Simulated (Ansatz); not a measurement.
The system is TcSe2.

```
Tc Se
1.0
     1.92842    1.11337    5.83034
    -1.92842    1.11337    5.83034
     0.00000   -2.22675    5.83034
Tc Se
1 2
Direct
  0.00000 0.00000 0.00000
  0.25200 0.25200 0.25200
  0.74800 0.74800 0.74800
```

The cell was built by a generator and needn't be a form met in nature.

Base run:

```yaml
Program: Ansatz 0.2.0
Functional: PBEsol
Potentials_or_basis: Ansatz PAW earlier set
Cutoff: "500 eV (not typed: the program's choice for these potentials)"
k_mesh: 6 × 6 × 6
Occupations: gaussian, width 0.05 eV
Spin: collinear spin, ferromagnetic start
Starting_moments: "[0.5, 0.0, 0.0] μB"
Hubbard_terms: Tc d U = 5 eV
```

Its results: band gap on the k mesh 0.08 eV, indirect (least direct gap 0.65 eV); pressure -3.3 GPa; net moment 3.00 μB per cell; site moments Tc +2.86; Se -0.16 μB; largest force 0.279 eV/Å.

Task: The run is repeated on the same cell with these changes: hubbard terms from Tc d U = 5 eV to Tc d U = 3 eV. What comes out?

Result: Band gap on the k mesh 0.06 eV, indirect (least direct gap 0.34 eV); pressure -5.6 GPa; net moment 3.00 μB per cell; site moments Tc +2.62; Se -0.06 μB; largest force 0.529 eV/Å.

Caveats: the magnetic or orbital state may not be the lowest; the PAW data sets come from PBE, with cores solved anew for the run's functional, which leaves a small shift of forces and pressure.

A k mesh can miss the band edges.
